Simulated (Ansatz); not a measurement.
# BBrF2: basis-set convergence

The task here is to estimate one member of a computed series from the others.

The runs use Ansatz 0.2.0, Gaussian basis; one geometry, several basis sets.

Levels to be run: PBE0-D4/def2-SVP; ωB97M-V/def2-SVP; PBE0-D4/def2-QZVPP; ωB97M-V/def2-QZVPP; the functionals' def2-TZVPP values are taken from earlier runs.

### Structure used throughout

An earlier PBE0-D4 in a triple-zeta def2 set relaxation fixed the geometry.

4 atoms, charge 0, spin multiplicity 1.

Atoms are counted from 1 here; the program's logs count them from 0.

Bond lengths: F1–B2 1.309 Å, B2–F3 1.309 Å, B2–Br4 1.903 Å. Angles: F1–B2–F3 119.2°, F1–B2–Br4 120.4°, F3–B2–Br4 120.4°.

Set-up of the first run:

The input, in.yaml:

```yaml
crystal:
  periodic: [false, false, false]
  atoms:
    - {symbol: F, position_ang: [-0.200871, -1.381466, -0.117516]}
    - {symbol: B, position_ang: [-0.114164, -0.078498, -0.027516]}
    - {symbol: F, position_ang: [-1.199664, 0.643720, -0.143426]}
    - {symbol: Br, position_ang: [1.570099, 0.755944, 0.268257]}
basis:
  gaussian: {orbitals: def2-SVP}
hamiltonian: {xc: pbe0, dispersion: d4}
output: {orbitals: {seedname: orbitals}}
```

The run is started by

```console
ansatz run in.yaml --threads 4 --pin off --events-out ev --progress --plain --max-ram 10444MiB
```

Among the steps run: PBE0-D4 in def2-SVP; ωB97M-V in def2-SVP; PBE0-D4 in def2-QZVPP; ωB97M-V in def2-QZVPP.

One of the session's tables, all rows but one given; the rest of the session is left out.

| functional | basis | HOMO (eV) | LUMO (eV) |
| --- | --- | --- | --- |
| PBE0-D4 | def2-SVP | -8.94 | -0.21 |
| PBE0-D4 | def2-TZVPP | -9.08 | -0.40 |
| PBE0-D4 | def2-QZVPP | ? | ? |
| ωB97M-V | def2-SVP | -11.17 | 2.01 |
| ωB97M-V | def2-TZVPP | -11.34 | 1.72 |
| ωB97M-V | def2-QZVPP | -11.36 | 1.59 |

**Question.** Estimate the row for PBE0-D4, def2-QZVPP.

The run gave: HOMO (eV): -9.10; LUMO (eV): -0.44. In the column «HOMO (eV)» it lies between ωB97M-V, def2-SVP (-11.17) and PBE0-D4, def2-TZVPP (-9.08).
